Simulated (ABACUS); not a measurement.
An input for ABACUS 3.10.1 (Ba2Tl5V3O12):

INPUT

```
INPUT_PARAMETERS
suffix              Ba2Tl5V3O12
calculation         scf
basis_type          pw
pseudo_dir          ./
symmetry            1
dft_functional      pbe
ecutwfc             92
pseudo_rcut         7
nspin               2
nbands              127
ks_solver           dav
smearing_method     fd
smearing_sigma      0.00367493
scf_thr             1e-08
scf_nmax            100
mixing_type         broyden
mixing_beta         0.4
cal_force           1
cal_stress          1
out_chg             1
kpar                8
```

STRU

```
ATOMIC_SPECIES
Ba 137.3270 Ba.upf
V 50.9415 V.upf
Tl 204.3800 Tl.upf
O 15.9990 O.upf

LATTICE_CONSTANT
14.8187881901

LATTICE_VECTORS
0.5403094837 0.3119476290 0.7815077342
-0.5403094837 0.3119476290 0.7815077342
0.0000000000 -0.6238952580 0.7815077342

ATOMIC_POSITIONS
Cartesian

Ba
0.0
2
0.0000000000 0.0000000000 1.1722616013 1 1 1 mag 0
0.0000000000 0.0000000000 0.0000000000 1 1 1 mag 0

V
0.0
3
0.0000000000 0.3119476290 0.7815077342 1 1 1 mag 2
-0.2701547418 -0.1559738145 0.7815077342 1 1 1 mag 2
0.2701547418 -0.1559738145 0.7815077342 1 1 1 mag 2

Tl
0.0
5
0.0000000000 -0.3119476290 0.3907538671 1 1 1 mag 0
0.2701547418 0.1559738145 0.3907538671 1 1 1 mag 0
-0.2701547418 0.1559738145 0.3907538671 1 1 1 mag 0
0.0000000000 0.0000000000 1.7360022054 1 1 1 mag 0
0.0000000000 0.0000000000 0.6085209972 1 1 1 mag 0

O
0.0
12
0.3434369171 -0.0085567235 0.9454915021 1 1 1 mag 0
-0.1643081140 0.3017032689 0.9454915021 1 1 1 mag 0
-0.1791288031 -0.2931465454 0.9454915021 1 1 1 mag 0
-0.1791342062 0.2931434259 1.3990238855 1 1 1 mag 0
0.3434369171 0.0085629624 1.3990238855 1 1 1 mag 0
-0.1643027109 -0.3017063883 1.3990238855 1 1 1 mag 0
-0.3434369171 0.0085629624 1.3990238855 1 1 1 mag 0
0.1643027109 -0.3017063883 1.3990238855 1 1 1 mag 0
0.1791342062 0.2931434259 1.3990238855 1 1 1 mag 0
0.1791288031 -0.2931465454 0.9454915021 1 1 1 mag 0
-0.3434369171 -0.0085567235 0.9454915021 1 1 1 mag 0
0.1643081140 0.3017032689 0.9454915021 1 1 1 mag 0
```

File KPT:

```
K_POINTS
0
Gamma
3 3 3 0 0 0
```

Potentials or basis: Ansatz NC PBE, plane waves.

The run is started by

```console
$ OMP_NUM_THREADS=1 mpirun -np 8 abacus > log
```

Problem. Does this run start?

Solution. The run stopped without a result. It printed:

running log:

```text
[... set-up lines left out ...]
K-POINTS REDUCTION ACCORDING TO SYMMETRY
     IBZ    DIRECT_X    DIRECT_Y    DIRECT_Z  WEIGHT  ibz2bz
       1  0.00000000  0.00000000  0.00000000  0.0370       0
       2  0.33333333  0.00000000  0.00000000  0.2222       1
       3  0.33333333  0.33333333  0.00000000  0.2222       4
       4 -0.33333333  0.33333333  0.00000000  0.2222       5
       5  0.33333333  0.33333333  0.33333333  0.0741      13
       6 -0.33333333  0.33333333  0.33333333  0.2222      14

                               nkstot now = 6
[... K-POINTS DIRECT COORDINATES: 6 rows ...]

           k-point number in this process = 1
 !!!!!!!!!!!!!!!!!!!!!!!!!!!!!!!!!!!!!!!!!!!!!!!!!!!!!!!!!
                         NOTICE
 !!!!!!!!!!!!!!!!!!!!!!!!!!!!!!!!!!!!!!!!!!!!!!!!!!!!!!!!!

  nks == 0, some processor have no k point!
 CHECK IN FILE : OUT.Ba2Tl5V3O12/warning.log

 !!!!!!!!!!!!!!!!!!!!!!!!!!!!!!!!!!!!!!!!!!!!!!!!!!!!!!!!!
                         NOTICE
 !!!!!!!!!!!!!!!!!!!!!!!!!!!!!!!!!!!!!!!!!!!!!!!!!!!!!!!!!
 Check in file : OUT.Ba2Tl5V3O12/warning.log
```

On the terminal:

```text
ABACUS v3.10.1
[... 22 lines left out ...]
                         NOTICE
 !!!!!!!!!!!!!!!!!!!!!!!!!!!!!!!!!!!!!!!!!!!!!!!!!!!!!!!!!
```
